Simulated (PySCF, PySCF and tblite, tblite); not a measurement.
# C₂H₅NO₂Si₂: telling isomers apart by computed NMR

Can the signals of one isomer of C₂H₅NO₂Si₂ be assigned among several candidates?

Programs: PySCF 2.14.0 with density-fitted response routines of our own, and tblite 0.8.0. All values are computed, except where a source is named. Atoms count from 0 throughout.

## 1. The molecule as given

12 atoms, charge 0, multiplicity 1; geometry from: MMFF94s geometry. This is the first candidate.

Bonds of the start (Å): C1–Si2 1.87, C3–H8 1.10, C3–H9 1.11, C3–O4 1.45, N0–C1 1.17, O4–Si5 1.69, Si2–C3 1.93, Si2–H7 1.49, Si2–O6 1.72, Si5–H10 1.48, Si5–H11 1.47, Si5–O6 1.70.

## 2. GFN2-xTB relaxation, isomer A, conformer 1

The job: settings as JSON, then the geometry in Å.

```
{"job": {"xc": "GFN2-xTB", "basis": "xTB", "kind": "relax"}, "charge": 0, "multiplicity": 1}
N      3.280800    -0.655400    -1.494100
C      2.425200    -0.353100    -0.759100
Si     1.071000     0.081600     0.454700
C     -0.403800    -1.161500     0.313500
O     -1.661600    -0.505200     0.025900
Si    -1.505700     1.153100    -0.272000
O      0.142300     1.465000     0.032700
H      1.518400     0.217400     1.868700
H     -0.199800    -1.900200    -0.470600
H     -0.522600    -1.702000     1.276500
H     -2.338200     1.914100     0.682600
H     -1.804900     1.445400    -1.684800
```

Started as:

```
$ OMP_NUM_THREADS=1 python ens_run.py task.json out
```

This one command runs the whole study; its stages follow in the order run.

Standard output:

```text
step      E/eV     max force
  0    -582.87615    2.757
  1    -582.85979    8.962
  2    -583.15024    0.550
  3    -583.18111    0.640
  4    -583.21668    0.524
  5    -583.22293    0.256
  6    -583.23897    0.434
  7    -583.24503    0.419
  8    -583.25336    0.183
  9    -583.25727    0.163
 10    -583.26032    0.161
 11    -583.26202    0.112
 12    -583.26366    0.097
 13    -583.26521    0.133
 14    -583.26643    0.127
 15    -583.26724    0.084
 16    -583.26789    0.062
 17    -583.26849    0.085
 18    -583.26895    0.086
 19    -583.26923    0.049
 20    -583.26944    0.047
 21    -583.26968    0.056
 22    -583.26994    0.061
 23    -583.27013    0.039
 24    -583.27013    0.039
 25    -583.27016    0.094
 26    -583.27026    0.025
 27    -583.27031    0.024
 28    -583.27040    0.039
 29    -583.27045    0.026
 30    -583.27051    0.020
 31    -583.27058    0.024
 32    -583.27067    0.039
 33    -583.27075    0.035
 34    -583.27082    0.019
 35    -583.27087    0.018
 36    -583.27092    0.023
 37    -583.27098    0.025
 38    -583.27105    0.025
 39    -583.27111    0.016
 40    -583.27115    0.019
 41    -583.27118    0.018
 42    -583.27121    0.016
 43    -583.27124    0.015
 44    -583.27127    0.014
 45    -583.27130    0.017
 46    -583.27133    0.016
 47    -583.27136    0.018
 48    -583.27140    0.017
 49    -583.27143    0.014
 50    -583.27145    0.010
 51    -583.27146    0.010
 52    -583.27147    0.010
 53    -583.27149    0.013
 54    -583.27150    0.013
 55    -583.27151    0.009
 56    -583.27153    0.008
 57    -583.27154    0.009
 58    -583.27154    0.008
 59    -583.27155    0.007
 60    -583.27156    0.007
 61    -583.27157    0.009
 62    -583.27157    0.009
 63    -583.27158    0.006
 64    -583.27158    0.007
 65    -583.27159    0.008
 66    -583.27159    0.010
 67    -583.27160    0.009
 68    -583.27161    0.005
 69    -583.27161    0.004
```

It took 0.43 s on 1 thread of Arm Neoverse V1, shared host.

Relaxing gained 0.395 eV and moved the atoms by 0.11 Å on average (rms).

## 3. Shieldings, isomer A, conformer 1: B3LYP/pcSseg-1 in chloroform

The job: settings as JSON, then the geometry in Å.

```
{"job": {"xc": "B3LYP", "basis": "pcSseg-1", "solvent": "chloroform", "kind": "nmr", "pop": true}, "charge": 0, "multiplicity": 1}
N      3.193133    -0.521969    -1.491567
C      2.346706    -0.284019    -0.758540
Si     1.003993     0.080489     0.484678
C     -0.421442    -1.203546     0.341167
O     -1.589148    -0.474415    -0.001823
Si    -1.469589     1.119826    -0.291914
O      0.145581     1.365301     0.005725
H      1.534443     0.298744     1.820961
H     -0.256592    -1.959870    -0.432209
H     -0.622346    -1.732237     1.276533
H     -2.188907     1.878182     0.714050
H     -1.674634     1.432827    -1.693088
```

Standard output:

```text
coarse grid: 11760 points
cycle   1  E = -863.2272242667  dE =  1.069e+00  |g| = 1.098e+00  |ddm| = 3.410e+00
cycle   2  E = -862.7302278449  dE =  4.970e-01  |g| = 1.938e+00  |ddm| = 2.393e+00
cycle   3  E = -863.4317740459  dE = -7.015e-01  |g| = 1.971e-01  |ddm| = 1.750e+00
cycle   4  E = -863.4359850904  dE = -4.211e-03  |g| = 1.445e-01  |ddm| = 1.760e-01
cycle   5  E = -863.4402004153  dE = -4.215e-03  |g| = 3.073e-02  |ddm| = 9.513e-02
cycle   6  E = -863.4404014145  dE = -2.010e-04  |g| = 5.884e-03  |ddm| = 2.629e-02
cycle   7  E = -863.4404071069  dE = -5.692e-06  |g| = 2.792e-03  |ddm| = 6.738e-03
final grid: 106536 points
cycle   8  E = -863.5065780209  dE = -1.140e-05  |g| = 7.565e-03  |ddm| = 1.584e-02
cycle   9  E = -863.5065594003  dE =  1.862e-05  |g| = 1.260e-02  |ddm| = 1.311e-02
cycle  10  E = -863.5065883490  dE = -2.895e-05  |g| = 1.357e-03  |ddm| = 8.485e-03
cycle  11  E = -863.5065886966  dE = -3.475e-07  |g| = 4.792e-04  |ddm| = 1.023e-03
cycle  12  E = -863.5065887402  dE = -4.359e-08  |g| = 1.336e-04  |ddm| = 3.277e-04
cycle  13  E = -863.5065887437  dE = -3.498e-09  |g| = 3.560e-05  |ddm| = 9.659e-05
cycle  14  E = -863.5065887439  dE = -2.337e-10  |g| = 9.374e-06  |ddm| = 2.885e-05
converged SCF energy = -863.5065887439

GIAO shielding tensors (ppm)
atom      isotropic    diamagn.    paramagn.     s11        s22        s33       span
  0 N      -80.505     340.085    -420.589   -272.268   -266.584    297.338    569.606
  1 C       55.938     262.023    -206.085    -60.893    -59.137    287.843    348.736
  2 Si     376.679     879.932    -503.253    327.484    381.219    421.333     93.850
  3 C      124.604     250.711    -126.108     91.213    103.981    178.618     87.405
  4 O      316.518     397.729     -81.211    266.963    294.448    388.143    121.180
  5 Si     350.090     880.605    -530.515    335.160    341.123    373.988     38.828
  6 O      272.477     400.050    -127.572    223.068    271.174    323.190    100.122
  7 H       26.699      28.090      -1.391     23.089     24.347     32.660      9.571
  8 H       27.442      30.674      -3.231     23.256     25.851     33.221      9.965
  9 H       27.442      29.582      -2.140     22.906     26.025     33.395     10.489
 10 H       26.855      29.210      -2.355     23.235     23.874     33.457     10.222
 11 H       26.796      29.772      -2.977     23.318     23.938     33.131      9.812
```

Run time: 18 s. Hardware: 1 thread of Arm Neoverse V1, shared host; peak memory 0.82 GiB.

In short: HOMO -8.13 eV, LUMO -1.21 eV; dipole 3.84 D.

## 4. The ensemble, isomer A: properties at B3LYP/pcSseg-1 in chloroform

The job: settings as JSON, then the geometry in Å.

```
{"job": {"study": "conf", "smiles": "N#C[Si@@H]1CO[SiH2]O1", "search": {"seed": 9100, "n_embed": 60, "ff_keep": 14, "window": 2.5, "nmax": 6, "temps": [250, 298.15, 350], "t_ref": 298.15, "order": 0.0005}, "level": {"nmr": {"xc": "B3LYP", "basis": "pcSseg-1", "solvent": "chloroform"}}, "kind": "conf"}, "charge": 0, "multiplicity": 1}
N      3.193133    -0.521969    -1.491567
C      2.346706    -0.284019    -0.758540
Si     1.003993     0.080489     0.484678
C     -0.421442    -1.203546     0.341167
O     -1.589148    -0.474415    -0.001823
Si    -1.469589     1.119826    -0.291914
O      0.145581     1.365301     0.005725
H      1.534443     0.298744     1.820961
H     -0.256592    -1.959870    -0.432209
H     -0.622346    -1.732237     1.276533
H     -2.188907     1.878182     0.714050
H     -1.674634     1.432827    -1.693088
```

Standard output:

```text
conformer  sym    E(xTB)   E(DFT)   G(298.15 K)  weight  dipole/D
    1     C1      0.000    0.000    0.000   1.0000    3.842

mean shielding (ppm) by class
class atoms           250 K   298.15 K      350 K
  0 N  0            -80.505    -80.505    -80.505
  1 C  1             55.938     55.938     55.938
  2 Si 2            376.679    376.679    376.679
  3 C  3            124.604    124.604    124.604
  4 O  4            316.518    316.518    316.518
  5 Si 5             350.09     350.09     350.09
  6 O  6            272.478    272.478    272.478
  7 H  7             26.699     26.699     26.699
  8 H  8             27.442     27.442     27.442
  9 H  9             27.442     27.442     27.442
 10 H  10            26.855     26.855     26.855
 11 H  11            26.796     26.796     26.796
```

Run time: 19 s. Hardware: 1 thread of Arm Neoverse V1, shared host. This counts the runs that the step sums up.

The search (ETKDG and KDG, MMFF94s, GFN2-xTB) embedded 60 structures, kept 1 distinct ones after the force field and 1 after xTB; 1 was carried on (window 2.5 kcal/mol at the search's own energies). Energies: B3LYP/pcSseg-1 in chloroform with D3(BJ).

Conformer by conformer (298 K):

| no. | group | mirror pair | ΔE xTB | ΔE DFT | ΔG | weight (%) | μ (D) | A, B, C (GHz) |
| --- | --- | --- | --- | --- | --- | --- | --- | --- |
| 1 | C1 | no | 0.00 | 0.00 | 0.00 | 100.0 | 3.84 | 3.93, 1.23, 1.11 |

Energies in kcal/mol. ΔG holds xTB vibrations and rotation, symmetry numbers and mirror pairs.

Shifts against references run at the same level (¹³C TMS 182.6, ¹H TMS 31.81, ²⁹Si TMS 334.3 ppm of shielding), by class of atoms, at 298 K:

| atoms | environment | average |
| --- | --- | --- |
| C1 | nitrile carbon | 126.6 |
| C3 | sp3 CH2 bonded to O and Si | 58.0 |
| H7 | hydrogen on a silicon bonded to 2 C, O, in a 5-membered ring | 5.11 |
| H11 | hydrogen on a silicon bonded to 2 O, in a 5-membered ring | 5.02 |
| H10 | hydrogen on a silicon bonded to 2 O, in a 5-membered ring | 4.96 |
| H8 | hydrogen on an sp3 CH2 bonded to O and Si | 4.37 |
| H9 | hydrogen on an sp3 CH2 bonded to O and Si | 4.37 |
| N0 | nitrile nitrogen | -80.5 (σ) |
| Si5 | silicon bonded to 2 O, 2 H, in a 5-membered ring | -15.8 |
| Si2 | silicon bonded to 2 C, O, H, in a 5-membered ring | -42.4 |
| O6 | oxygen bonded to 2 Si, in a 5-membered ring | 272.5 (σ) |
| O4 | oxygen bonded to C, Si, in a 5-membered ring | 316.5 (σ) |

Effective distances for nuclear Overhauser effects, ⟨r⁻⁶⟩^(−1/6) over all pairs of two classes (Å): H8···H9 1.76; H10···H11 2.50; H7···H9 3.01; H7···H8 3.66; H8···H11 3.89; H9···H10 3.98.

## 5. GFN2-xTB relaxation, isomer B, conformer 1

The job: settings as JSON, then the geometry in Å.

```
{"job": {"xc": "GFN2-xTB", "basis": "xTB", "kind": "relax"}, "charge": 0, "multiplicity": 1}
N      3.563000     1.406300     0.785600
C      2.496400     1.262800     0.307700
Si     0.799800     0.996300    -0.434200
O     -0.477900     1.119800     0.682900
C     -1.285900    -0.095800     0.796700
Si    -0.718900    -1.447400    -0.441500
O      0.573000    -0.555700    -1.109600
H      0.521300     1.987900    -1.509700
H     -2.320500     0.177300     0.589300
H     -1.216000    -0.466700     1.821200
H     -1.734200    -1.730500    -1.482600
H     -0.198900    -2.655100     0.254000
```

Standard output:

```text
step      E/eV     max force
  0    -582.79297    3.899
  1    -582.57576   13.393
  2    -583.07752    0.852
  3    -583.12132    0.750
  4    -583.16388    0.437
  5    -583.17526    0.336
  6    -583.18764    0.350
  7    -583.19796    0.408
  8    -583.20936    0.287
  9    -583.21436    0.161
 10    -583.21705    0.120
 11    -583.21909    0.140
 12    -583.22118    0.136
 13    -583.22296    0.102
 14    -583.22424    0.087
 15    -583.22512    0.085
 16    -583.22578    0.092
 17    -583.22632    0.074
 18    -583.22675    0.054
 19    -583.22711    0.063
 20    -583.22739    0.047
 21    -583.22763    0.047
 22    -583.22786    0.043
 23    -583.22810    0.059
 24    -583.22831    0.046
 25    -583.22843    0.028
 26    -583.22843    0.028
 27    -583.22848    0.022
 28    -583.22850    0.141
 29    -583.22859    0.045
 30    -583.22861    0.024
 31    -583.22865    0.011
 32    -583.22868    0.018
 33    -583.22871    0.020
 34    -583.22874    0.016
 35    -583.22877    0.013
 36    -583.22879    0.012
 37    -583.22882    0.014
 38    -583.22885    0.017
 39    -583.22889    0.016
 40    -583.22892    0.020
 41    -583.22895    0.022
 42    -583.22897    0.020
 43    -583.22900    0.015
 44    -583.22904    0.019
 45    -583.22907    0.017
 46    -583.22911    0.018
 47    -583.22915    0.016
 48    -583.22919    0.014
 49    -583.22922    0.017
 50    -583.22925    0.017
 51    -583.22929    0.020
 52    -583.22932    0.015
 53    -583.22935    0.009
 54    -583.22936    0.010
 55    -583.22937    0.011
 56    -583.22938    0.009
 57    -583.22940    0.007
 58    -583.22941    0.006
 59    -583.22941    0.007
 60    -583.22941    0.006
 61    -583.22942    0.006
 62    -583.22943    0.005
 63    -583.22944    0.005
 64    -583.22944    0.006
 65    -583.22944    0.005
 66    -583.22944    0.005
 67    -583.22945    0.004
```

Wall time 0.38 s (1 thread of Arm Neoverse V1, shared host).

Gain 0.436 eV; displacement 0.11 Å root mean square.

## 6. Shieldings, isomer B, conformer 1: B3LYP/pcSseg-1 in chloroform

The job: settings as JSON, then the geometry in Å.

```
{"job": {"xc": "B3LYP", "basis": "pcSseg-1", "solvent": "chloroform", "kind": "nmr", "pop": false}, "charge": 0, "multiplicity": 1}
N      3.454521     1.286178     0.746371
C      2.407097     1.155292     0.305312
Si     0.712289     1.008323    -0.459454
O     -0.435876     1.040042     0.684044
C     -1.287907    -0.090701     0.811263
Si    -0.657438    -1.424155    -0.431498
O      0.548803    -0.516665    -1.050123
H      0.490868     1.952875    -1.536633
H     -2.309011     0.242998     0.607406
H     -1.252617    -0.409607     1.855827
H     -1.610283    -1.672655    -1.502934
H     -0.059248    -2.572610     0.230188
```

Standard output:

```text
coarse grid: 11760 points
cycle   1  E = -863.2321625043  dE =  1.066e+00  |g| = 1.088e+00  |ddm| = 3.404e+00
cycle   2  E = -862.7746313677  dE =  4.575e-01  |g| = 1.888e+00  |ddm| = 2.191e+00
cycle   3  E = -863.4332407185  dE = -6.586e-01  |g| = 1.868e-01  |ddm| = 1.561e+00
cycle   4  E = -863.4369778238  dE = -3.737e-03  |g| = 1.356e-01  |ddm| = 1.618e-01
cycle   5  E = -863.4406878294  dE = -3.710e-03  |g| = 2.904e-02  |ddm| = 8.904e-02
cycle   6  E = -863.4408688818  dE = -1.811e-04  |g| = 5.444e-03  |ddm| = 2.439e-02
cycle   7  E = -863.4408735501  dE = -4.668e-06  |g| = 2.657e-03  |ddm| = 5.916e-03
final grid: 106536 points
cycle   8  E = -863.5068320909  dE = -1.269e-05  |g| = 6.777e-03  |ddm| = 1.585e-02
cycle   9  E = -863.5068183808  dE =  1.371e-05  |g| = 1.099e-02  |ddm| = 1.115e-02
cycle  10  E = -863.5068403851  dE = -2.200e-05  |g| = 1.235e-03  |ddm| = 7.202e-03
cycle  11  E = -863.5068406650  dE = -2.799e-07  |g| = 4.507e-04  |ddm| = 9.771e-04
cycle  12  E = -863.5068407031  dE = -3.819e-08  |g| = 1.361e-04  |ddm| = 2.987e-04
cycle  13  E = -863.5068407068  dE = -3.625e-09  |g| = 3.614e-05  |ddm| = 9.803e-05
cycle  14  E = -863.5068407070  dE = -2.299e-10  |g| = 1.038e-05  |ddm| = 2.811e-05
converged SCF energy = -863.5068407070

GIAO shielding tensors (ppm)
atom      isotropic    diamagn.    paramagn.     s11        s22        s33       span
  0 N      -73.503     340.068    -413.571   -267.711   -258.607    305.809    573.520
  1 C       57.257     262.225    -204.968    -58.350    -57.856    287.978    346.328
  2 Si     382.432     880.515    -498.083    322.628    398.502    426.167    103.539
  3 O      310.478     397.939     -87.461    265.925    301.578    363.930     98.004
  4 C      125.523     248.814    -123.291     88.208    101.923    186.439     98.231
  5 Si     357.188     880.003    -522.816    328.911    344.855    397.798     68.887
  6 O      279.068     400.275    -121.207    231.144    276.880    329.180     98.036
  7 H       27.012      28.455      -1.444     23.469     23.993     33.573     10.104
  8 H       27.522      29.343      -1.820     23.043     25.489     34.034     10.991
  9 H       27.449      29.910      -2.461     23.182     25.499     33.666     10.484
 10 H       26.820      29.120      -2.300     23.496     24.212     32.753      9.257
 11 H       26.784      29.628      -2.844     23.461     24.348     32.544      9.082
```

It took 15 s on 1 thread of Arm Neoverse V1, shared host; peak memory 0.8 GiB.

In short: HOMO -8.30 eV, LUMO -1.06 eV; dipole 5.36 D.

## 7. Averages, isomer B: properties at B3LYP/pcSseg-1 in chloroform

The job: settings as JSON, then the geometry in Å.

```
{"job": {"study": "conf", "smiles": "N#C[Si@@H]1OC[SiH2]O1", "search": {"seed": 9100, "n_embed": 60, "ff_keep": 14, "window": 2.5, "nmax": 6, "temps": [250, 298.15, 350], "t_ref": 298.15, "order": 0.0005}, "level": {"nmr": {"xc": "B3LYP", "basis": "pcSseg-1", "solvent": "chloroform"}}, "kind": "conf"}, "charge": 0, "multiplicity": 1}
N      3.454521     1.286178     0.746371
C      2.407097     1.155292     0.305312
Si     0.712289     1.008323    -0.459454
O     -0.435876     1.040042     0.684044
C     -1.287907    -0.090701     0.811263
Si    -0.657438    -1.424155    -0.431498
O      0.548803    -0.516665    -1.050123
H      0.490868     1.952875    -1.536633
H     -2.309011     0.242998     0.607406
H     -1.252617    -0.409607     1.855827
H     -1.610283    -1.672655    -1.502934
H     -0.059248    -2.572610     0.230188
```

Standard output:

```text
conformer  sym    E(xTB)   E(DFT)   G(298.15 K)  weight  dipole/D
    1     C1      0.000    0.000    0.000   1.0000    5.360

mean shielding (ppm) by class
class atoms           250 K   298.15 K      350 K
  0 N  0            -73.503    -73.503    -73.503
  1 C  1             57.257     57.257     57.257
  2 Si 2            382.433    382.433    382.433
  3 O  3            310.478    310.478    310.478
  4 C  4            125.523    125.523    125.523
  5 Si 5            357.188    357.188    357.188
  6 O  6            279.068    279.068    279.068
  7 H  7             27.012     27.012     27.012
  8 H  8             27.522     27.522     27.522
  9 H  9             27.449     27.449     27.449
 10 H  10             26.82      26.82      26.82
 11 H  11            26.784     26.784     26.784
```

Wall time 16 s (1 thread of Arm Neoverse V1, shared host). This counts the runs that the step sums up.

The search (ETKDG and KDG, MMFF94s, GFN2-xTB) embedded 60 structures, kept 1 distinct ones after the force field and 1 after xTB; 1 was carried on (window 2.5 kcal/mol at the search's own energies). Energies: B3LYP/pcSseg-1 in chloroform with D3(BJ).

The conformers at 298 K:

| no. | group | mirror pair | ΔE xTB | ΔE DFT | ΔG | weight (%) | μ (D) | A, B, C (GHz) |
| --- | --- | --- | --- | --- | --- | --- | --- | --- |
| 1 | C1 | no | 0.00 | 0.00 | 0.00 | 100.0 | 5.36 | 3.80, 1.28, 1.13 |

Energies in kcal/mol. ΔG holds xTB vibrations and rotation, symmetry numbers and mirror pairs.

Shifts against references run at the same level (¹³C TMS 182.6, ¹H TMS 31.81, ²⁹Si TMS 334.3 ppm of shielding), by class of atoms, at 298 K:

| atoms | environment | average |
| --- | --- | --- |
| C1 | nitrile carbon | 125.3 |
| C4 | sp3 CH2 bonded to O and Si | 57.0 |
| H11 | hydrogen on a silicon bonded to C, O, in a 5-membered ring | 5.03 |
| H10 | hydrogen on a silicon bonded to C, O, in a 5-membered ring | 4.99 |
| H7 | hydrogen on a silicon bonded to C, 2 O, in a 5-membered ring | 4.80 |
| H9 | hydrogen on an sp3 CH2 bonded to O and Si | 4.36 |
| H8 | hydrogen on an sp3 CH2 bonded to O and Si | 4.29 |
| N0 | nitrile nitrogen | -73.5 (σ) |
| Si5 | silicon bonded to C, O, 2 H, in a 5-membered ring | -22.9 |
| Si2 | silicon bonded to C, 2 O, H, in a 5-membered ring | -48.1 |
| O6 | oxygen bonded to 2 Si, in a 5-membered ring | 279.1 (σ) |
| O3 | oxygen bonded to C, Si, in a 5-membered ring | 310.5 (σ) |

Effective distances for nuclear Overhauser effects, ⟨r⁻⁶⟩^(−1/6) over all pairs of two classes (Å): H8···H9 1.76; H10···H11 2.49; H8···H10 2.93; H9···H11 2.96; H9···H10 3.61; H8···H11 3.62; H7···H8 3.92.

[end of part 1 of 3]
